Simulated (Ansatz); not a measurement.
Runs of Ansatz 0.2.0 on Ta3AsAu2O13. The typed cell holds 19 atoms: a = 5.724 Å, b = 6.389 Å, c = 8.473 Å, α = 80.92°, β = 88.19°, γ = 78.31°. The cell was built by a generator and needn't be a form met in nature.

```tsv
task	level	cell	k mesh	cutoff (eV)	target pressure (GPa)	points for each segment of the path	gap on the mesh (eV)	pressure (GPa)	largest force (eV/Å)
electron localisation function	PBE	as given	5 × 5 × 4	420	-	-	1.30	0.0	0.01
relaxation of cell and atoms	r2SCAN	relaxed	4 × 3 × 3	500	-	-	1.74	0.0	0.01
relaxation of cell and atoms	PBE	relaxed to 2 GPa	4 × 3 × 3	420	2	-	1.44	2.0	-
atomic charges	PBE	as given	5 × 5 × 4	420	-	-	1.30	0.0	0.01
electric field gradients	PBE	as given	5 × 5 × 4	420	-	-	1.30	0.0	0.01
projected density of states	PBE	as given	5 × 5 × 4	420	-	-	1.30	0.0	0.01
band structure	PBE	as given	5 × 5 × 4	420	-	10	1.30	0.0	0.01
relaxation of cell and atoms	PBE	relaxed to 5 GPa	4 × 3 × 3	420	5	-	(a)	5.0	0.01
```

Alike in all rows: potentials or basis Ansatz PAW; no spin polarisation; smearing fermi-dirac 0.05 eV.

Question: Estimate the missing entries.

Answer: (a) 1.57.

Caveats: spin-orbit coupling is left out, which moves the levels of the heavy elements; odd divisions of the mesh miss points on the zone boundary, where band edges often lie, so the gap on the mesh can be too wide (some runs); the plane-wave basis is chosen anew once the cell has moved, so the energies of steps on either side of that aren't comparable (some runs); the PAW data sets come from PBE, with cores solved anew for the run's functional, which leaves a small shift of forces and pressure (some runs); the density of states is complete only up to the lowest level of the last band computed (some runs).

A k mesh can miss the band edges, and the runs leave out spin-orbit coupling on As, Au, Ta.
